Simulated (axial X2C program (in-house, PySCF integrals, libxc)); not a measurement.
# A two-component session on AgNa⁺: EOM-EA-CCSD levels

Aim: EOM-EA-CCSD levels of AgNa⁺, with spin–orbit coupling in the Hamiltonian from the start.

The runs use an in-house X2C program for linear molecules on PySCF integrals; two-component X2C with atomic mean-field terms, Ag dyall-acv3z, Na dyall-acv3z.

All values are calculated.

### Step 1. Input

task.json

```json
{
 "zs": [
  47,
  11
 ],
 "q": 1,
 "bas": [
  "dyall-acv3z",
  "dyall-acv3z"
 ],
 "r0": 2.83,
 "eom": "ea",
 "thr": -2.0,
 "nmax": 92,
 "grid": [
  1,
  0.96,
  1.045,
  0.92,
  1.09,
  1.15
 ]
}
```

Keys: zs atomic numbers; q charge; bas basis sets; r0 starting distance in Å; eom kind of EOM run; thr threshold in hartree for freezing inner shells (an s shell follows its p shell); nmax most natural virtual spinors; grid distances as factors.

Command:

```bash
> python soeom.py task.json out
```

Nuclei are Gaussian, cores are contracted, and the Gaunt term is on.

### Step 2. EOM-EA-CCSD at 3.112 Å

Reference: the closed shell AgNa²⁺; 18 electrons correlated, 84 virtual spinors; roots sought by Ω: 1/2: 5, 3/2: 4, 5/2: 2, 7/2: 1.

Output:

```text
two-component X2C + atomic mean field  HF
basis functions 240  fitting functions 1074  grid points 5087
iter        total energy     max residual
   1      -5472.117427908     4.89e-01
   2      -5472.137774641     7.97e-03
   3      -5472.137947548     3.66e-03
   4      -5472.137977104     1.45e-03
   5      -5472.137981077     2.32e-04
   6      -5472.137981848     1.53e-04
   7      -5472.137982001     4.59e-05
   8      -5472.137982008     8.55e-06
   9      -5472.137982009     3.94e-06
  10      -5472.137982009     1.33e-06
converged
one-electron -7701.48629282  Coulomb 2306.19858661  exact exchange -161.92150790  xc functional 0.00000000  nuclear repulsion 87.91279500  atomic mean-field constant -2.84156290
correlated 18  virtual 338  natural virtual 84  E(MP2) -0.637749635  MP2 remainder -0.136710013
iter   CCSD correlation   residual
   1     -0.481318389   6.77e-02
   2     -0.485400416   1.68e-02
   3     -0.485906858   4.15e-03
   4     -0.485900361   1.24e-03
   5     -0.485897749   5.91e-04
   6     -0.485898095   2.72e-04
   7     -0.485897970   1.10e-04
   8     -0.485898081   2.96e-05
   9     -0.485898346   1.02e-05
  10     -0.485898303   4.66e-06
  11     -0.485898282   2.27e-06
  12     -0.485898269   1.13e-06
(T) -0.005356201  T1 0.0065  D1 0.0109  max T2 0.037
EOM-EA-CCSD roots
2*Omega      energy/Eh   energy/eV  one-particle weight
    1      -0.44705384    -12.1650      0.980
    1      -0.32296227     -8.7883      0.984
    1      -0.29364691     -7.9905      0.986
    1      -0.25105891     -6.8317      0.986
    1      -0.21217544     -5.7736      0.984
    3      -0.29139140     -7.9292      0.986
    3      -0.21131487     -5.7502      0.973
    3      -0.20959970     -5.7035      0.037
    3      -0.19104879     -5.1987      0.005
    5      -0.21290600     -5.7935      0.001
    5      -0.17115145     -4.6573      0.996
    7      -0.10333148     -2.8118      0.000
```

T1 in the output is the amplitude norm over the root of the electron number; divide by √2 for the Lee–Taylor value.

```
  Ω  binding energy (eV)  above lowest (cm⁻¹)                           spinor  weight
1/2               12.165                    0  58% Ag sσ, 16% Na sσ, 15% Na pσ    0.98
1/2                8.788                27230  45% Ag pσ, 32% Na sσ, 13% Ag sσ    0.98
1/2                7.991                33670  62% Ag pπ, 25% Na pπ, 10% Na dπ    0.99
3/2                7.929                34160  61% Ag pπ, 26% Na pπ, 10% Na dπ    0.99
1/2                6.832                43020  34% Na pσ, 27% Na sσ, 24% Ag pσ    0.99
1/2                5.774                51550  54% Na pπ, 19% Ag pπ, 18% Ag dπ    0.98
3/2                5.750                51740  52% Na pπ, 19% Ag pπ, 19% Ag dπ    0.97
5/2                4.657                60550             58% Na dδ, 42% Ag dδ    1.00
```

Wall time 16 s (1 thread of Arm Neoverse V2, shared host); peak memory 1.1 GiB.

### Step 3. EOM-EA-CCSD at 2.987 Å

```
  Ω  binding energy (eV)  above lowest (cm⁻¹)                           spinor  weight
1/2               12.325                    0  57% Ag sσ, 17% Na sσ, 16% Na pσ    0.98
1/2                8.824                28230  47% Ag pσ, 30% Na sσ, 12% Ag sσ    0.98
1/2                8.112                33980  61% Ag pπ, 25% Na pπ, 10% Na dπ    0.99
3/2                8.048                34490  60% Ag pπ, 27% Na pπ, 10% Na dπ    0.99
1/2                6.849                44170  34% Na pσ, 27% Na sσ, 23% Ag pσ    0.99
3/2                5.756                52980  50% Na pπ, 20% Ag dπ, 19% Ag pπ    0.99
5/2                4.711                61410             58% Na dδ, 42% Ag dδ    1.00
```

Wall time 17 s (1 thread of Arm Neoverse V2, shared host); peak memory 1.1 GiB.

### Step 4. EOM-EA-CCSD at 3.252 Å

```
  Ω  binding energy (eV)  above lowest (cm⁻¹)                           spinor  weight
1/2               11.984                    0  60% Ag sσ, 15% Na pσ, 15% Na sσ    0.98
1/2                8.746                26120  42% Ag pσ, 34% Na sσ, 14% Ag sσ    0.99
1/2                7.857                33290  62% Ag pπ, 24% Na pπ, 10% Na dπ    0.99
3/2                7.798                33770  61% Ag pπ, 26% Na pπ, 10% Na dπ    0.99
1/2                6.808                41750  33% Na pσ, 27% Na sσ, 26% Ag pσ    0.99
1/2                5.762                50180  56% Na pπ, 20% Ag pπ, 17% Ag dπ    0.99
3/2                5.739                50370  54% Na pπ, 20% Ag pπ, 17% Ag dπ    0.99
5/2                4.597                59580             59% Na dδ, 41% Ag dδ    1.00
```

It took 17 s on 1 thread of Arm Neoverse V2, shared host; peak memory 1.1 GiB.

### Step 5. EOM-EA-CCSD at 2.863 Å

```
  Ω  binding energy (eV)  above lowest (cm⁻¹)                           spinor  weight
1/2               12.481                    0  57% Ag sσ, 18% Na sσ, 16% Na pσ    0.98
1/2                8.858                29220  49% Ag pσ, 29% Na sσ, 11% Ag sσ    0.98
1/2                8.235                34250  61% Ag pπ, 26% Na pπ, 10% Na dπ    0.98
3/2                8.169                34780  60% Ag pπ, 28% Na pπ, 10% Na dπ    0.98
1/2                6.860                45340  35% Na pσ, 27% Na sσ, 22% Ag pσ    0.98
3/2                5.763                54190  48% Na pπ, 22% Ag dπ, 18% Ag pπ    0.99
5/2                4.765                62230             57% Na dδ, 43% Ag dδ    1.00
```

Run time: 17 s. Hardware: 1 thread of Arm Neoverse V2, shared host; peak memory 1.1 GiB.

### Step 6. EOM-EA-CCSD at 3.392 Å

```
  Ω  binding energy (eV)  above lowest (cm⁻¹)                           spinor  weight
1/2               11.808                    0  61% Ag sσ, 14% Na pσ, 14% Na sσ    0.98
1/2                8.703                25050  40% Ag pσ, 37% Na sσ, 14% Ag sσ    0.99
1/2                7.726                32920  63% Ag pπ, 24% Na pπ, 10% Na dπ    0.99
3/2                7.685                33260  62% Ag pπ, 25% Na pπ, 10% Na dπ    0.99
1/2                6.781                40550  32% Na pσ, 27% Na sσ, 27% Ag pσ    0.99
1/2                5.750                48860  58% Na pπ, 20% Ag pπ, 15% Ag dπ    0.99
3/2                5.731                49010  57% Na pπ, 21% Ag pπ, 16% Ag dπ    0.99
5/2                4.535                58660             59% Na dδ, 41% Ag dδ    1.00
```

Wall time 17 s (1 thread of Arm Neoverse V2, shared host); peak memory 1.1 GiB.

### Step 7. EOM-EA-CCSD at 3.579 Å

```
  Ω  binding energy (eV)  above lowest (cm⁻¹)                           spinor  weight
1/2               11.573                    0  63% Ag sσ, 13% Na pσ, 12% Na sσ    0.98
1/2                8.640                23660  40% Na sσ, 37% Ag pσ, 14% Ag sσ    0.99
1/2                7.574                32260  64% Ag pπ, 22% Na pπ, 10% Na dπ    0.99
3/2                7.516                32720  63% Ag pπ, 24% Na pπ, 10% Na dπ    0.99
1/2                6.738                39000  31% Na pσ, 30% Ag pσ, 27% Na sσ    0.99
1/2                5.736                47080  61% Na pπ, 21% Ag pπ, 13% Ag dπ    0.99
3/2                5.707                47310  59% Na pπ, 22% Ag pπ, 14% Ag dπ    0.99
5/2                4.455                57410             60% Na dδ, 40% Ag dδ    1.00
```

It took 17 s on 1 thread of Arm Neoverse V2, shared host; peak memory 1.1 GiB.

### Step 8. Curves of the states

Energies in eV from the lowest point of the lowest state; states are followed by energy order within each Ω.

```
R (Å)  (1)Ω=1/2  (2)Ω=1/2  (3)Ω=1/2  (1)Ω=3/2  (4)Ω=1/2  (2)Ω=5/2
2.863    0.0415    3.6647    4.2875    4.3538    5.6629    7.7574
2.987    0.0108    3.5114    4.2238    4.2874    5.4871    7.6244
3.112    0.0000    3.3767    4.1744    4.2358    5.3333    7.5077
3.252    0.0038    3.2424    4.1311    4.1903    5.1801    7.3913
3.392    0.0137    3.1190    4.0954    4.1371    5.0410    7.2867
3.579    0.0518    2.9847    4.0512    4.1087    4.8870    7.1700
```

### Step 9. Results

| quantity | value |
| --- | --- |
| lowest root at 3.112 Å | Ω = 1/2, 12.165 eV |
| next root led by one particle | Ω = 1/2, about 27230 cm⁻¹ higher |
| T1 of the reference | 0.005 |

The added electron is bound by 12.16 eV in a spinor of 58% Ag sσ, 16% Na sσ, 15% Na pσ. Errors of 0.1 to 0.3 eV are usual at this size, and roots led by higher excitations are left out, so the list is incomplete, and low states of that kind can be missing.
